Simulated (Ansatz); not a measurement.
# LiBe16: the cost of one run

Program: Ansatz 0.2.0. Level of theory: DFT PBE+D3(BJ), plane waves, PAW, scalar-relativistic, no spin polarisation. These are calculated values, not measurements.

## Step 1: Starting point

The cell holds 17 atoms (Be16Li): a = 4.580 Å, b = 3.966 Å, c = 7.177 Å, α = 90.00°, β = 90.00°, γ = 90.00°.

Its coordinates follow in the input file.

## Step 2: End point A

input.yaml

```yaml
crystal:
  lattice:
    - [-2.29, -3.966396, 0.0]
    - [3.435, -1.983198, 0.0]
    - [0.0, 0.0, 7.17686]
  atoms:
    - { symbol: Be, position: [0.75, 0.5, 0.0] }
    - { symbol: Be, position: [0.5, 0.3333333, 0.25] }
    - { symbol: Be, position: [0.75, 0.5, 0.5] }
    - { symbol: Be, position: [0.5, 0.3333333, 0.75] }
    - { symbol: Be, position: [0.5, 0.0, 0.0] }
    - { symbol: Be, position: [0.25, 0.8333333, 0.25] }
    - { symbol: Be, position: [0.5, 0.0, 0.5] }
    - { symbol: Be, position: [0.25, 0.8333333, 0.75] }
    - { symbol: Be, position: [0.25, 0.5, 0.0] }
    - { symbol: Be, position: [0.0, 0.3333333, 0.25] }
    - { symbol: Be, position: [0.25, 0.5, 0.5] }
    - { symbol: Be, position: [0.0, 0.3333333, 0.75] }
    - { symbol: Be, position: [0.0, 0.0, 0.0] }
    - { symbol: Be, position: [0.75, 0.8333333, 0.25] }
    - { symbol: Be, position: [0.0, 0.0, 0.5] }
    - { symbol: Be, position: [0.75, 0.8333333, 0.75] }
    - { symbol: Li, position: [0.4946637, 0.6673835, 0.6205489] }
basis:
  ecutwfc: 420.0
kpoints:
  mp_grid: { grid: [4, 4, 3] }
hamiltonian:
  xc: pbe
  dispersion: d3bj
scf:
  occupations: { method: gaussian, width: 0.1 }
  lower_state_search: "off"
relax:
  f_tol: 0.03
  max_steps: 60
  adjacent_minimum: "off"
```

The run is started by

```bash
> ansatz run input.yaml --threads 1 --pin off --max-ram 3072MiB --backend cpu --events-out ev --progress --plain --runs-dir out
```

Q: Estimate wall time and peak memory on 1 thread of Arm Neoverse V1, shared host.

About 1.9 min, with a peak of 0.4 GiB.
